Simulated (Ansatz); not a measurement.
# TaSi (sextet): wave-function methods side by side, def2-SVP

The task here is to estimate one member of a computed series from the others.

The runs use Ansatz 0.2.0, Gaussian basis; def2-SVP, core rule «outside noble gas», up to 9 orbitals frozen.

To be run: UHF; CCSD(T) on ROHF; CCSD(T) on UHF; CISD as a restricted active space (open shells left free, so some higher excitations enter); CCSDT(Q) on ROHF; CCSDT(Q) on UHF; CASSCF and MRCISD+Q, 9 electrons in 10 orbitals; CASSCF and NEVPT4(SD), 9 electrons in 10 orbitals; CASSCF and NEVPT2, 9 electrons in 10 orbitals.

25 further runs of the same task are left out: 10 for a known fault of the program, 8 that didn't finish, 7 set aside as unsound or not needed. Runs told in other sessions of the task aren't counted.

## The geometry

The geometry is a PBE0/def2-TZVP stationary point (not a proven minimum) of the parent state, kept for this charge and spin. No spin-orbit coupling is included. Elements past krypton take def2 core potentials.

2 atoms, charge 0, spin multiplicity 6.

Atoms are counted from 1 here; the program's logs count them from 0.

Bond lengths: Ta1–Si2 2.341 Å.

The first run:

File in.yaml:

```yaml
crystal:
  periodic: [false, false, false]
  atoms:
    - {symbol: Ta, position_ang: [0.000000, 0.000000, 0.000000]}
    - {symbol: Si, position_ang: [0.000000, 0.000000, 2.341200]}
basis:
  gaussian: {orbitals: def2-SVP}
magnetization: {spin_polarized: true, initial_magnetization: 5}
hamiltonian: {xc: hf}
output: {orbitals: {seedname: orbitals}}
```

Launch:

```bash
$ ansatz run in.yaml --threads 1 --pin off --events-out ev --progress --plain --max-ram 2393MiB
```

Among the steps run: UHF; CCSD(T) on ROHF; CCSD(T) on UHF; CISD as a restricted active space (open shells left free, so some higher excitations enter); CCSDT(Q) on ROHF; CCSDT(Q) on UHF; CASSCF and MRCISD+Q, 9 electrons in 10 orbitals; CASSCF and NEVPT4(SD), 9 electrons in 10 orbitals; CASSCF and NEVPT2, 9 electrons in 10 orbitals.

One of the session's tables, all rows but one given; the rest of the session is left out.

It belongs to the step «Misses and costs». 

```
            method  from RCCSDT(Q) (kJ/mol)
              ROHF                   +468.9
               UHF                   +449.4
              RMP2                    +89.3
              UMP2                   +106.1
             RCCSD                    +32.5
             UCCSD                    +26.7
          RCCSD(T)                     +6.6
          UCCSD(T)                     +0.9
            RCCSDT                     +2.1
            UCCSDT                     -4.5
         RCCSDT(Q)                        0
         UCCSDT(Q)                     -7.3
    CASSCF valence                   +324.0
    NEVPT2 valence                    +81.8
NEVPT4(SD) valence                        ?
    MRCISD valence                    +31.1
  MRCISD+Q valence                     +6.3
```

Q: Estimate the row for NEVPT4(SD) valence from the others.

The run gave: from RCCSDT(Q) (kJ/mol): +15.5. In the column «from RCCSDT(Q) (kJ/mol)» it lies between RCCSD(T) (+6.6) and UCCSD (+26.7).

Not comparable, so not listed: CISD as a restricted active space (open shells left free, so some higher excitations enter) (they don't share determinant, frozen orbitals or solution with the rows shown, or repeat one).

Caveats from the session: Warnings: spin contamination; large T1 diagnostic. Restricted and unrestricted rows rest on different reference determinants; a gap between their highest levels can come from leftover correlation error, from unlike frozen cores or from another state.
